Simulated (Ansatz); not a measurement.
Task: an all-electron equation of state of MgSi, space group P4/mmm, with Ansatz's Python interface. Give the script and its output. Use (first run): PBEsol, LAPW, the default cutoff (179 eV here), 10×10×7 k-points, Fermi-Dirac smearing of 0.1 eV.

```
CELL_PARAMETERS angstrom
2.90839 0.00000 0.00000
0.00000 2.90839 0.00000
0.00000 0.00000 4.10343
ATOMIC_POSITIONS crystal
Mg 0.00000 0.00000 0.00000
Si 0.50000 0.50000 0.50000
```

`mgsi.py`
```python
"""All-electron equation of state of MgSi."""

import warnings

import ansatz
from ase.eos import EquationOfState
from ase.units import GPa
import numpy as np

XC = "pbesol"
OCCUPATIONS = "fermi_dirac"
SIGMA = 0.1
MESH = (10, 10, 7)

vectors0 = np.array([
    [2.908394, 0.0, 0.0],
    [0.0, 2.908394, 0.0],
    [0.0, 0.0, 4.103427],
])
sites = [
    ("Mg", (0.0, 0.0, 0.0)),
    ("Si", (0.5, 0.5, 0.5)),
]


def on_lattice(cell):
    crystal = ansatz.Crystal(lattice=ansatz.Lattice.of(cell))
    for symbol, position in sites:
        crystal = crystal.atom(symbol, position)
    return crystal

warnings.simplefilter("ignore", ansatz.DeckWarning)

volumes, energies = [], []
for scale in np.linspace(0.94, 1.06, 5):
    cell = vectors0 * scale ** (1 / 3)
    model = (
        on_lattice(cell).calculation()
        .functional(XC)
        .occupations(OCCUPATIONS, width=SIGMA)
        .kpoints(*MESH)
        .pseudopotentials("all_electron", lapw=True)
    )
    summary = model.run(threads=1).report
    volumes.append(abs(np.linalg.det(cell)) / len(sites))
    energies.append(summary["free_energy_ev"] / len(sites))
    print(f"{scale:.3f} {volumes[-1]:9.4f} A^3/atom {energies[-1]:16.5f} eV/atom  (estimated basis error {1000 * summary['lapw_basis_errors']['total_ev_per_atom']:.2f} meV/atom)")
v0, e0, bulk = EquationOfState(volumes, energies, eos="birchmurnaghan").fit()
print(f"V0 = {v0:.4f} A^3/atom, B0 = {bulk / GPa:.1f} GPa")
```

```console
$ python mgsi.py
0.940   16.3136 A^3/atom      -6658.73297 eV/atom  (estimated basis error 0.05 meV/atom)
0.970   16.8343 A^3/atom      -6658.73790 eV/atom  (estimated basis error 0.05 meV/atom)
1.000   17.3549 A^3/atom      -6658.73610 eV/atom  (estimated basis error 0.05 meV/atom)
1.030   17.8756 A^3/atom      -6658.72854 eV/atom  (estimated basis error 0.05 meV/atom)
1.060   18.3962 A^3/atom      -6658.71605 eV/atom  (estimated basis error 0.05 meV/atom)
V0 = 16.9438 A^3/atom, B0 = 65.1 GPa
```

A third-order Birch-Murnaghan fit through the 5 points has its minimum at 16.94 Å³ an atom, 2.4 % below the typed cell, with a bulk modulus of 65 GPa and dB/dP = 4.1. From that minimum the energy rises by 5.1 meV an atom on the compressed side and 22.0 meV on the expanded side.

What to keep in mind:
- All-electron totals depend on functional, relativistic treatment and basis; only differences at equal settings carry meaning.
- Shape and fractional positions are held along the curve, so the bulk modulus is an upper value where they are free to relax.
- The mesh is modest for a metal, so energies can be off by several to tens of meV an atom and pressures by half a GPa or more; differences at equal mesh fare better.
- The structure comes from a database of computed cells and needn't be a stable or known phase.
- Hardware and time: 33 s on 1 thread of Arm Neoverse V2 (shared host), peak memory 0.38 GiB.
